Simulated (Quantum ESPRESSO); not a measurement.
**WS: single point with PBE**

WS:

```
W S
1.0
     3.44485    0.00000    0.00000
     0.00000    3.44485    0.00000
     0.00000    0.00000    3.44485
W S
1 1
Direct
  0.50260 0.49535 0.50050
  0.01259 0.00206 0.00004
```

The cell was built by a generator and needn't be a form met in nature.

The cell isn't the ideal one: atoms moved at random, drawn with an rms of 0.05 Å.

```yaml
Program: Quantum ESPRESSO 7.5
Task: single point
Functional: PBE
Potentials_or_basis: SSSP 1.3 efficiency PBE
Cutoff: 748 eV
Density_cutoff: 5987 eV
k_mesh: 8 × 8 × 8
Occupations: fermi-dirac, width 0.05 eV
Spin: no spin polarisation
Mixing_beta: 0.5
Most_SCF_iterations: 120
SCF_threshold: 4e-10 Ry
```

```json
{
  "Pressure": "-35.6 GPa",
  "Largest force": "0.167 eV/Å",
  "Band gap on the k mesh": "none (metal or under the smearing width)"
}
```

Forces in eV/Å, atoms in the order of the input:
```
W   -0.139 -0.093  0.006
S    0.139  0.093 -0.006
```

Levels at points of the mesh, in eV from the Fermi level:
| k point | band 8 | band 9 | band 10 | band 11 | band 12 | band 13 |
| --- | --- | --- | --- | --- | --- | --- |
| (0.00, 0.00, 0.00) | -2.35 | -2.32 | -2.25 | -0.93 | 0.67 | 0.67 |
| (0.00, 0.00, -0.50) | -3.18 | -1.83 | 0.93 | 1.33 | 2.27 | 2.28 |
| (0.00, -0.50, -0.50) | -2.82 | -1.49 | -0.47 | -0.46 | -0.31 | 1.82 |
| (-0.50, -0.50, -0.50) | -5.72 | 1.90 | 1.90 | 2.32 | 2.32 | 2.36 |
| (-0.50, 0.00, 0.00) | -3.18 | -1.83 | 0.93 | 1.34 | 2.28 | 2.29 |
| (0.00, -0.50, 0.00) | -3.18 | -1.83 | 0.93 | 1.33 | 2.27 | 2.29 |
| (-0.50, 0.00, 0.50) | -2.82 | -1.50 | -0.47 | -0.46 | -0.32 | 1.82 |
| (-0.50, 0.50, 0.00) | -2.81 | -1.50 | -0.47 | -0.45 | -0.33 | 1.82 |

Run time: 90 s on 1 thread of Arm Neoverse V2, with other jobs on the host, peak memory 0.44 GiB.

Caveat: the cell as given lies far from equilibrium. The run has no spin-orbit coupling, so splittings on W are missing.
